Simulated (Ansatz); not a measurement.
# AlFH5NOSi: molecular dynamics

Purpose: to follow the molecule's vibrations and see whether its bonds hold. The start is relaxed first. Runs: 500 steps of 0.5 fs at constant energy, with velocities drawn for 200 K.

All numbers below are computed with Ansatz 0.2.0 (RKS BHLYP-D4/6-31G).

### Step 1. The starting structure

Bond lengths: Al1–N2 1.920 Å, N2–H3 1.060 Å, N2–H4 1.060 Å, Al1–F5 1.690 Å, Al1–O6 1.780 Å, O6–Si7 1.680 Å, Si7–H8 1.460 Å, Si7–H9 1.460 Å, Si7–H10 1.460 Å. Angles: Al1–N2–H3 120.0°, Al1–N2–H4 120.0°, H3–N2–H4 120.0°, N2–Al1–F5 120.0°, N2–Al1–O6 120.0°, F5–Al1–O6 120.0°, Al1–O6–Si7 125.0°, O6–Si7–H8 109.5°, O6–Si7–H9 109.5°, O6–Si7–H10 109.5°, H8–Si7–H9 109.4°, H8–Si7–H10 109.4°, H9–Si7–H10 109.4°.

Structure file:

```xyz
10

Al    0.0000    0.0000    0.0000
N     0.0000    0.0000    1.9200
H    -0.8770   -0.2713    2.4500
H     0.8770    0.2713    2.4500
F     1.4635    0.0000   -0.8450
O    -1.5415    0.0000   -0.8900
Si   -2.6907   -1.2238   -0.8267
H    -2.2881   -2.2198    0.1620
H    -3.9833   -0.6595   -0.4496
H    -2.8007   -1.8572   -2.1376
```

### Step 2. Preparing the start

input.yaml

```yaml
crystal:
  periodic: [false, false, false]
  atoms:
    - { symbol: Al, position_ang: [0.0, 0.0, 0.0] }
    - { symbol: "N", position_ang: [0.0, 0.0, 1.92] }
    - { symbol: H, position_ang: [-0.877, -0.2713, 2.45] }
    - { symbol: H, position_ang: [0.877, 0.2713, 2.45] }
    - { symbol: F, position_ang: [1.4635, 0.0, -0.845] }
    - { symbol: O, position_ang: [-1.5415, 0.0, -0.89] }
    - { symbol: Si, position_ang: [-2.6907, -1.2238, -0.8267] }
    - { symbol: H, position_ang: [-2.2881, -2.2198, 0.162] }
    - { symbol: H, position_ang: [-3.9833, -0.6595, -0.4496] }
    - { symbol: H, position_ang: [-2.8007, -1.8572, -2.1376] }
basis:
  gaussian: { orbitals: "6-31G" }
hamiltonian:
  xc: { name: BHLYP }
  dispersion: d4
relax:
  f_tol: 0.02
  max_steps: 40
```

Started as:

```
> ansatz run input.yaml --threads 1 --pin off --max-ram 2048MiB --backend cpu --events-out ev --progress --plain --runs-dir out
```

Further steps of the session: The run.

Q: Predict the outcome of this session. Wanted: relaxation of the start; temperature, first and last step; temperature, second half; potential energy, second half; largest change of the total energy; bonds formed or broken.

As calculated:

```
                          quantity                         value
           relaxation of the start      10 moves, 1.039 eV lower
                            length           500 steps of 0.5 fs
  temperature, first and last step                  200 and 98 K
          temperature, second half  mean 114 K, from 64 to 155 K
     potential energy, second half    +9 meV/atom from the start
largest change of the total energy                 0.11 meV/atom
            bonds formed or broken                             0
```

The temperature starts at 200 K and averages 114 K in the second half, where it ranges from 64 to 155 K; a mean near half the start is what vibrations about a minimum give, since they share energy equally between motion and strain. The total energy strays from its start by at most 0.11 meV/atom, 0.9 % of the mean kinetic energy, so a step of 0.5 fs is short enough over this time. No bond forms or breaks. Averages from a run of 250 fs with 10 atoms are rough. The nuclei move classically, without zero-point motion, which matters most for hydrogen. The basis is very small, so the numbers are rough.
